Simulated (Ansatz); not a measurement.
# AsH₃+ (doublet): from Hartree-Fock to the top rungs at scale of all distances = 1.491, 6-31G

How much of the correlation energy of AsH₃+ (doublet) does each wave-function method recover here?

Method: 6-31G, core rule «outside noble gas», up to 14 orbitals frozen; program: Ansatz 0.2.0, Gaussian basis.

The runs, in order: UHF; CCSD(T) on ROHF; CCSD(T) on UHF; BCCD(T) on ROHF; CISD; CCSDT(Q) on ROHF; CCSDT(Q) on UHF; CASSCF and MRCISD+Q, 3 electrons in 3 orbitals; CASSCF and NEVPT2, 3 electrons in 3 orbitals; CASSCF and MRCISD+Q, 7 electrons in 7 orbitals; CASSCF and NEVPT2, 7 electrons in 7 orbitals; Full CI.

30 further runs of the same task are left out: 1 for a known fault of the program, 28 that didn't finish, 1 set aside as unsound or not needed.

## 1. The geometry

The geometry derives from a PBE0/def2-TZVP stationary point (not a proven minimum). All distances are scaled together. No spin-orbit coupling is included. The filled d shell of As may be among the frozen orbitals whatever the setting's name suggests; the logs give the count.

4 atoms, charge 1, spin multiplicity 2.

Atoms are counted from 1 here; the program's logs count them from 0.

No contacts short enough for the rule that draws bonds.

## 2. UHF

The input, in.yaml:

```yaml
crystal:
  periodic: [false, false, false]
  atoms:
    - {symbol: As, position_ang: [0.000081, -0.000020, -0.024139]}
    - {symbol: H, position_ang: [2.141324, 0.020501, 0.605245]}
    - {symbol: H, position_ang: [-1.090985, 1.846661, 0.592962]}
    - {symbol: H, position_ang: [-1.056331, -1.865699, 0.596105]}
basis:
  gaussian: {orbitals: 6-31G}
total_charge: 1
magnetization: {spin_polarized: true, initial_magnetization: 1}
hamiltonian: {xc: hf}
output: {orbitals: {seedname: orbitals}}
```

Run with:

```
$ ansatz run in.yaml --threads 1 --pin off --events-out ev --progress --plain --max-ram 2393MiB
```

The runs that follow: CCSD(T) on ROHF; CCSD(T) on UHF; BCCD(T) on ROHF; CISD; CCSDT(Q) on ROHF; CCSDT(Q) on UHF; CASSCF and MRCISD+Q, 3 electrons in 3 orbitals; CASSCF and NEVPT2, 3 electrons in 3 orbitals; CASSCF and MRCISD+Q, 7 electrons in 7 orbitals; CASSCF and NEVPT2, 7 electrons in 7 orbitals; Full CI.

**Question.** What will the summary of the whole plan be? Wanted: FCI below the RHF energy; RMP2 from FCI; UMP2 from FCI; RCCSD from FCI; RCCSD(T) from FCI; UCCSD(T) from FCI; RCCSDT(Q) from FCI; UCCSDT(Q) from FCI; NEVPT2 pair from FCI.

As calculated:

| quantity | value |
| --- | --- |
| FCI below the RHF energy | -4.0177 eV |
| RMP2 from FCI | +36.68 kcal/mol |
| UMP2 from FCI | +44.56 kcal/mol |
| RCCSD from FCI | +6.11 kcal/mol |
| RCCSD(T) from FCI | +2.38 kcal/mol |
| UCCSD(T) from FCI | +3.46 kcal/mol |
| RCCSDT(Q) from FCI | +0.08 kcal/mol |
| UCCSDT(Q) from FCI | +0.73 kcal/mol |
| NEVPT2 pair from FCI | +27.82 kcal/mol |
| MRCISD+Q pair from FCI | -1.93 kcal/mol |
| NEVPT2 valence from FCI | +2.33 kcal/mol |
| levels within 1 kcal/mol (43 meV) | RCCSDT, RCCSDT(Q), UCCSDT(Q), MRCISD valence, MRCISD+Q valence |
| T1 diagnostic | 0.033 |
| effectively unpaired electrons | 1.57 |

What this shows: RCCSD(T) misses by +2.38 kcal/mol, 2.6 % of the correlation energy. CCSD(T) misses by +2.38 kcal/mol on the restricted determinant and by +3.46 kcal/mol on the unrestricted one; the two need not hold the same state or core. MRCISD+Q pair falls below full CI: the +Q correction isn't variational, and the cores differ from full CI's. The occupations show some static correlation. Of the multireference levels listed MRCISD+Q valence comes nearest in total energy (+0.09 kcal/mol), which doesn't show that its space is the better one. Coupled cluster took another determinant than the lowest Hartree-Fock one. These misses are within one basis, not against nature; the frozen cores of restricted and unrestricted runs differ, which can shift their rows.
